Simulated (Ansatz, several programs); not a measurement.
LaLuAs2 as one 4-atom ordering (P4/mmm) on the rocksalt lattice, relaxed with r2SCAN in Ansatz (plane waves, PAW): the symmetry is P4/mmm (No. 123, tetragonal); conventional cell a = 4.223 Å, c = 5.952 Å, 26.54 Å³ an atom. Around La lie 6 As at 2.98–2.99 Å; around As lie 2 La at 2.98 Å and 4 Lu at 2.99 Å; around Lu lie 6 As at 2.98–2.99 Å; around As lie 2 Lu at 2.98 Å and 4 La at 2.99 Å. The cell was then scaled with its shape and fractional coordinates held, which makes it stiffer than a relaxed compression. (Calculated; spin-unpolarised; the phase may be known or hypothetical.)

```csv
V (Å³/atom),E (meV/atom)
24.948,24.88
26.540,0.00
27.337,5.40
28.133,20.50
```

Question: Pass a cubic E = c₀ + c₁u + c₂u² + c₃u³, with u = V − 26.739 Å³, through these points.

Answer: c₀ = 0.35, c₁ = +3.485, c₂ = 8.625, c₃ = -0.5409 (meV and Å³).

Question: Where is the minimum, and what bulk modulus follows?

Answer: dE/du = 0 at u = -0.198, so V₀ = 26.54 Å³. B = V₀ d²E/dV² = 26.54 × (2c₂ + 6c₃u) = 26.54 × 17.893 = 475 meV/Å³, and 1 meV/Å³ is 0.16022 GPa: 76 GPa. A third-order Birch-Murnaghan fit to all five points gives 26.54 Å³ and 75 GPa.

Question: Predict the energy and the pressure at the withheld volume, 25.744 Å³.

Answer: With u = -0.995: E ≈ 5.95 meV and P = −dE/dV ≈ +2.45 GPa. The run gives 5.96 meV and, from its stress, +2.45 GPa.
